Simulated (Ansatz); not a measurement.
# Bi2Te3: the cost of one run

Program: Ansatz 0.2.0. Level of theory: DFT PBEsol, scalar-relativistic, plane waves, PAW. These are calculated values, not measurements.

1 further run of the same task is left out (it didn't finish).

## (1) The starting structure

It takes space group R-3m (No. 166, trigonal). The conventional cell has a = 4.384 Å, b = 4.384 Å, c = 30.526 Å, α = 90.00°, β = 90.00°, γ = 120.00°. Bi (site symmetry 3m) has 6 Te at 3.12 to 3.23 Å as nearest neighbours. Te (site symmetry -3m) is surrounded by 6 Bi at 3.23 Å. Te (site symmetry 3m) has 3 Bi at 3.12 Å as nearest neighbours.

Structure file:

```cif
data_structure
_symmetry_space_group_name_H-M 'P 1'
_symmetry_Int_Tables_number 1
_cell_length_a 10.4854
_cell_length_b 10.4854
_cell_length_c 10.4854
_cell_angle_alpha 24.133
_cell_angle_beta 24.133
_cell_angle_gamma 24.133
_cell_volume 169.36
loop_
_atom_site_label
_atom_site_type_symbol
_atom_site_fract_x
_atom_site_fract_y
_atom_site_fract_z
_atom_site_occupancy
Bi1 Bi 0.39900 0.39900 0.39900 1
Bi2 Bi 0.60100 0.60100 0.60100 1
Te1 Te 0.00000 0.00000 0.00000 1
Te2 Te 0.20800 0.20800 0.20800 1
Te3 Te 0.79200 0.79200 0.79200 1
```

(A quick probe on a coarse mesh, which set the mesh and smearing, is not shown.)

## (3) Relaxing cell and atoms

input.yaml reads:

```yaml
crystal:
  lattice:
    - [2.191963565, 1.2655307543, 10.1752982818]
    - [-2.191963565, 1.2655307543, 10.1752982818]
    - [0.0, -2.5310615087, 10.1752982818]
  atoms:
    - { symbol: Bi, position: [0.399, 0.399, 0.399] }
    - { symbol: Bi, position: [0.601, 0.601, 0.601] }
    - { symbol: Te, position: [0.0, 0.0, 0.0] }
    - { symbol: Te, position: [0.208, 0.208, 0.208] }
    - { symbol: Te, position: [0.792, 0.792, 0.792] }
basis:
  ecutwfc: 420
kpoints:
  mp_grid: { grid: [9, 9, 9] }
hamiltonian:
  xc: pbesol
scf:
  occupations: { method: gaussian, width: 0.01 }
output:
  forces: true
  stress: true
  eigenvalues: true
relax:
  adjacent_minimum: "off"
  f_tol: 0.005
  max_steps: 80
  cell: { stress_tol: 0.05 }
```

Run with:

```bash
$ ansatz run input.yaml --threads 4 --pin off --max-ram 10240MiB --backend cpu --events-out ev --progress --plain --runs-dir out
```

Q: Estimate wall time and peak memory on 4 threads of Arm Neoverse V1, shared host.

About 75 s, with a peak of 0.86 GiB.
